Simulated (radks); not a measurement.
# Ta³⁺ in [Kr] 4d10 4f14 5s2 5p5.5 5d2 6s0.5: an all-electron calculation

Wanted: eigenvalues, radial structure and energy terms of the tantalum ion Ta3+.

Program: radks (a radial shooting solver on a logarithmic mesh, Libxc functionals) version 1. Level of theory: Dirac Kohn-Sham, RPBE, spin-unpolarised, spherical densities, finite nucleus; open shells are shared between the two j in proportion to 2j + 1. These are calculated values, not measurements, unless marked.

## Step 1: The system

* element: tantalum (Z = 73)
* charge: +3
* electrons: 70
* configuration: [Kr] 4d10 4f14 5s2 5p5.5 5d2 6s0.5
* nuclear rms radius: 5.3507 fm

## Step 2: Self-consistent calculation

Settings of this run:

```text
Z 73
configuration [Kr] 4d10 4f14 5s2 5p5.5 5d2 6s0.5 6p0 7s0
relativity Dirac
functional rpbe,pbe
spin unpolarised
j_filling average
nucleus finite rms 5.3507 fm
c 137.035999084
```

The run is started by

```
$ python run_ks.py task.json out
```

The same process makes all the runs of this session.

What does the calculation give?

The runs gave:

```
                        quantity                   value
                    total energy     -15621.6039 hartree
exchange-correlation share of it                  2.03 %
                            −T/E                  1.1221
          highest occupied level       6s1/2, -27.992 eV
    most extended occupied level  6s1/2, <r> = 2.67 bohr
 radius at density 0.001 e/bohr³               3.67 bohr
    maxima of the radial density                       4
```

**Reading.** The radial density shows 4 maxima for 6 occupied principal shells; where shells overlap, one shows as a shoulder or not at all. Relativity lifts −T/E to 1.122. This is not the tabulated ground configuration, so its levels and sizes aren't those of the ground state, and no measured value stands beside it.
